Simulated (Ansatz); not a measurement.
Born–Oppenheimer molecular dynamics of a periodic cell of 16 atoms, Li (start crystal Li, start structure bcc, volume 1.05 times the crystal's). It starts from a structure without forces on its atoms.

Computed with DFT PBE-D3(BJ), scalar-relativistic, plane waves, PAW in Ansatz. Settings: cutoff 420 eV, k mesh 3x3x3, fermi-dirac smearing 0.1 eV, no spin polarisation.

* ensemble: NVT, Langevin thermostat
* time step: 1 fs
* steps asked: 100
* set temperature: 900 K
* friction: 0.02 /fs
* seed: 993940

First frame:

```xyz
16
Lattice="7.0944 0.0000 0.0000 0.0000 7.0944 0.0000 0.0000 0.0000 7.0944" Properties=species:S:1:pos:R:3
Li 0.000 0.000 0.000
Li 3.547 0.000 0.000
Li 0.000 3.547 0.000
Li 0.000 0.000 3.547
Li 1.774 1.774 1.774
Li 3.547 3.547 0.000
Li 3.547 0.000 3.547
Li 5.321 1.774 1.774
Li 0.000 3.547 3.547
Li 1.774 5.321 1.774
Li 1.774 1.774 5.321
Li 3.547 3.547 3.547
Li 5.321 5.321 1.774
Li 5.321 1.774 5.321
Li 1.774 5.321 5.321
Li 5.321 5.321 5.321
```

(1) What does the run give?

(2) What happens to the structure?

(3) How do temperature and energy run in time?

Answers

(1) The run went to its last step.

```json
{
  "steps done": "100",
  "time covered": "100 fs",
  "mean temperature over the second half": "676 K",
  "spread of the potential energy over the second half": "13.4 meV per atom",
  "mean potential energy of the second half above the start": "85.1 meV per atom"
}
```

The mean temperature of the second half is 25 % below the set value. A run of 0.1 ps of so small a system gives no equilibrium averages. Limits of this set-up: coarse k mesh.

(2) Mean squared displacements from the first frame to the last, about the centre of mass: Li 0.26 Å². The details hang on the random start.

(3) 
```tsv
time (fs)	T (K)	potential energy less start (eV)
0.0	844	0.000
8.0	1014	0.192
16.0	622	0.657
24.0	494	1.178
32.0	501	1.446
40.0	478	1.558
48.0	614	1.598
56.0	517	1.628
64.0	728	1.558
72.0	520	1.439
80.0	653	1.275
88.0	782	1.082
96.0	745	1.109
```

Time of the run: 16 min on 1 thread of Arm Neoverse V2 (shared host), peak memory 0.67 GiB.
